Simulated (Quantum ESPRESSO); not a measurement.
Here is a Quantum ESPRESSO 7.5 calculation.

pw.in

```
&CONTROL
  calculation = 'scf'
  prefix = 'pwscf'
  outdir = './tmp'
  pseudo_dir = './pseudo'
  tprnfor = .true.
  tstress = .true.
  disk_io = 'nowf'
/
&SYSTEM
  ibrav = 0
  nat = 6
  ntyp = 2
  ecutwfc = 96
  nbnd = 40
  occupations = 'smearing'
  smearing = 'gaussian'
  degauss = 0.00367493
  nspin = 2
  starting_magnetization(1) = 0.2
  starting_magnetization(2) = 0
/
&ELECTRONS
  conv_thr = 2.4d-07
  electron_maxstep = 100
  mixing_beta = 0.7
  mixing_ndim = 20
/
ATOMIC_SPECIES
Mn    54.9380 Mn.upf
O     15.9990 O.upf
CELL_PARAMETERS angstrom
   4.3959987700    0.0000000000    0.0000000000
   0.0000000000    4.3959987700    0.0000000000
   0.0000000000    0.0000000000    2.8709991900
ATOMIC_POSITIONS crystal
Mn     0.0000000000    0.0000000000    0.0000000000
Mn     0.5000000000    0.5000000000    0.5000000000
O      0.3020000000    0.3020000000    0.0000000000
O      0.1980000000    0.8020000000    0.5000000000
O      0.6980000000    0.6980000000    0.0000000000
O      0.8020000000    0.1980000000    0.5000000000
K_POINTS automatic
4 4 7 0 0 0
HUBBARD {ortho-atomic}
U Mn-3d 4.0
```

Potentials or basis: PseudoDojo 0.4.1 SR LDA standard.

Run with:

```bash
$ OMP_NUM_THREADS=1 mpirun -n 2 pw.x -nk 2 -in pw.in > pw.out
```

Q: What does it give for the band gap on the k mesh?

A: None (metal or under the smearing width).

Q: Estimate the net moment.

A: 6.02 μB per cell.

Q: What does it give for the site moments?

A: Mn +2.64; O -0.04 μB.

Q: Predict the pressure.

A: -6.6 GPa.

Stress tensor (GPa, compression positive):
```
-6.52  0.00  0.00
 0.00 -6.52  0.00
 0.00  0.00 -6.68
```

Caveat: the k mesh is coarse. The state reached can hang on the start; a lower one may exist.
